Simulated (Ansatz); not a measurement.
# C₆H₁₄S₂: one species, many methods

The task here is to estimate one member of a computed series from the others.

The runs use Ansatz 0.2.0, Gaussian basis; functionals in def2-TZVPP, the program's frozen cores in correlated methods.

The runs, in order: PBE-D4, r2SCAN-D4, PBE0-D4, B3LYP-D4, ωB97X-V, ωB97M-V, B2PLYP; CCSD(T)/def2-TZVPP; MP2/def2-QZVPP; extrapolation to the limit.

## Structure used throughout

All runs share one geometry, relaxed beforehand with PBE0-D4 in a triple-zeta def2 set.

SMILES `CCCSSCCC`, 22 atoms, charge 0, spin multiplicity 1.

Atoms are counted from 1 here; the program's logs count them from 0.

Bond lengths: C1–C2 1.518 Å, C1–H9 1.092 Å, C1–H10 1.092 Å, C1–H11 1.094 Å, C2–C3 1.517 Å, C2–H12 1.096 Å, C2–H13 1.095 Å, C3–S4 1.818 Å, C3–H14 1.096 Å, C3–H15 1.092 Å, S4–S5 2.029 Å, S5–C6 1.818 Å, C6–C7 1.517 Å, C6–H16 1.096 Å, C6–H17 1.092 Å, C7–C8 1.518 Å, C7–H18 1.096 Å, C7–H19 1.095 Å and more. Angles: C2–C1–H9 111.1°, C2–C1–H10 111.0°, C2–C1–H11 111.1°, H9–C1–H10 108.0°, H9–C1–H11 107.8°, H10–C1–H11 107.8°, C1–C2–C3 113.8°, C1–C2–H12 109.9°, C1–C2–H13 110.3°, C3–C2–H12 107.8°, C3–C2–H13 108.5°, H12–C2–H13 106.3°, C2–C3–S4 114.9°, C2–C3–H14 111.1°, C2–C3–H15 111.4°, S4–C3–H14 103.4°, S4–C3–H15 108.2°, H14–C3–H15 107.3° and more.

Set-up of the first run:

File in.yaml:

```yaml
crystal:
  periodic: [false, false, false]
  atoms:
    - {symbol: C, position_ang: [-1.409643, 0.920287, 3.371362]}
    - {symbol: C, position_ang: [-0.596867, 1.588983, 2.278142]}
    - {symbol: C, position_ang: [0.543956, 0.736437, 1.756395]}
    - {symbol: S, position_ang: [0.034272, -0.789643, 0.909715]}
    - {symbol: S, position_ang: [-0.950897, -0.113215, -0.730439]}
    - {symbol: C, position_ang: [0.380275, 0.173053, -1.935372]}
    - {symbol: C, position_ang: [1.119347, -1.074891, -2.379275]}
    - {symbol: C, position_ang: [0.254586, -2.056843, -3.147984]}
    - {symbol: H, position_ang: [-2.219080, 1.569531, 3.711426]}
    - {symbol: H, position_ang: [-1.853004, -0.011990, 3.015035]}
    - {symbol: H, position_ang: [-0.785621, 0.683035, 4.238061]}
    - {symbol: H, position_ang: [-0.170384, 2.527532, 2.650686]}
    - {symbol: H, position_ang: [-1.242489, 1.858666, 1.436262]}
    - {symbol: H, position_ang: [1.173084, 0.373987, 2.577510]}
    - {symbol: H, position_ang: [1.187937, 1.302984, 1.080397]}
    - {symbol: H, position_ang: [-0.136668, 0.646201, -2.778157]}
    - {symbol: H, position_ang: [1.064934, 0.914352, -1.517732]}
    - {symbol: H, position_ang: [1.967360, -0.759759, -2.998262]}
    - {symbol: H, position_ang: [1.547977, -1.557726, -1.495283]}
    - {symbol: H, position_ang: [-0.145057, -1.601695, -4.058988]}
    - {symbol: H, position_ang: [0.827559, -2.939235, -3.440259]}
    - {symbol: H, position_ang: [-0.591558, -2.390053, -2.543260]}
basis:
  gaussian: {orbitals: def2-TZVPP}
hamiltonian: {xc: pbe, dispersion: d4}
output: {forces: true, orbitals: {seedname: orbitals}}
```

Started as:

```sh
ansatz run in.yaml --threads 4 --pin off --events-out ev --progress --plain --max-ram 41984MiB --backend cuda --devices 0, --max-vram 37GiB
```

Among the steps run: PBE-D4 (GGA); r2SCAN-D4 (meta-GGA); PBE0-D4 (hybrid); B3LYP-D4 (hybrid); ωB97X-V (range-separated); ωB97M-V (range-separated); B2PLYP (double hybrid); CCSD(T) in def2-TZVPP; MP2 in def2-QZVPP.

One of the session's tables, all rows but one given; the rest of the session is left out.

```
            method  atomisation energy (kJ/mol)
            PBE-D4                       8601.5
         r2SCAN-D4                            ?
           PBE0-D4                       8497.8
          B3LYP-D4                       8426.8
           ωB97X-V                       8447.3
           ωB97M-V                       8459.6
            B2PLYP                       8324.4
     HF/def2-TZVPP                       6260.1
    MP2/def2-TZVPP                       8315.0
   CCSD/def2-TZVPP                       8108.7
CCSD(T)/def2-TZVPP                       8224.5
           MP2/CBS                       8513.9
       CCSD(T)/CBS                       8423.5
```

Estimate the missing values for r2SCAN-D4.

The run gave: atomisation energy (kJ/mol): 8455.4. In the column «atomisation energy (kJ/mol)» it lies between ωB97X-V (8447.3) and ωB97M-V (8459.6).

Limits of these values: Free atoms (6 C, 2 S, 14 H) were run apart at each level; the atomisation energy is their sum less the molecule, without zero-point or spin-orbit terms.
